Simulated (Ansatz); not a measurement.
**CoO (Fm-3m): from the listed cell to zero pressure**

Where does the pressure of CoO (Fm-3m) vanish?

Method: DFT PBE+U (U_eff = 3.3 eV on Co 3d), scalar-relativistic, plane waves, PAW, in Ansatz 0.2.0.

### 1 The starting structure

Symmetry: Fm-3m, No. 225, cubic system. The conventional cell has a = 4.263 Å, b = 4.263 Å, c = 4.263 Å, α = 90.00°, β = 90.00°, γ = 90.00°. Co (site symmetry m-3m) is surrounded by 6 O at 2.13 Å. Around O (site symmetry m-3m) lie 6 Co at 2.13 Å.

Structure file:

```
Co O
1.0
     0.00000    2.13150    2.13150
     2.13150    0.00000    2.13150
     2.13150    2.13150    0.00000
Co O
1 1
Cartesian
  0.0000 0.0000 0.0000
  2.1315 2.1315 2.1315
```

Starting moments: Co 3.00 μB.

### 2 First run, at the start cell

input.yaml

```yaml
crystal:
  lattice:
    - [0.0, 2.1315, 2.1315]
    - [2.1315, 0.0, 2.1315]
    - [2.1315, 2.1315, 0.0]
  atoms:
    - { symbol: Co, position: [0.0, 0.0, 0.0], spin: 3.0 }
    - { symbol: O, position: [0.5, 0.5, 0.5] }
basis:
  ecutwfc: 420
  ecutrho_ratio: 4
kpoints:
  mp_grid: { grid: [6, 6, 6] }
hamiltonian:
  xc: pbe
  hubbard: { sites: [{ species: Co, l: d, u_eff: 3.3 }] }
scf:
  occupations: { method: gaussian, width: 0.05 }
output:
  forces: true
  stress: true
  eigenvalues: true
  populations: true
  hubbard: { sites: [{ species: Co, l: d }] }
magnetization:
  spin_polarized: true
```

Started as:

```sh
ansatz run input.yaml --threads 2 --pin off --max-ram 5120MiB --backend cpu --events-out ev --progress --plain --runs-dir out
```

Further steps of the session: The same volume, run 2; Next volume, run 3; A new volume, run 4.

Q: Predict the outcome of this session. Wanted: volume; pressure; conventional cell; gap on the mesh; moments in the spheres.

As calculated:

| quantity | value |
| --- | --- |
| volume | 10.117 Å³/atom |
| pressure | 0.00 GPa |
| conventional cell | a = 4.326 Å, b = 4.326 Å, c = 4.326 Å, α = 90.00°, β = 90.00°, γ = 90.00° |
| gap on the mesh | 1.17 eV |
| moments in the spheres | Co 2.62; O 0.22 μB |

**Reading.** The volume went from 9.68 to 10.12 Å³/atom (+4.5 %), where 0.00 GPa is left. Only the order of the starting moments is followed; others weren't tried in this session. Open d and f shells can converge to several self-consistent states; these numbers belong to the ones reached here.
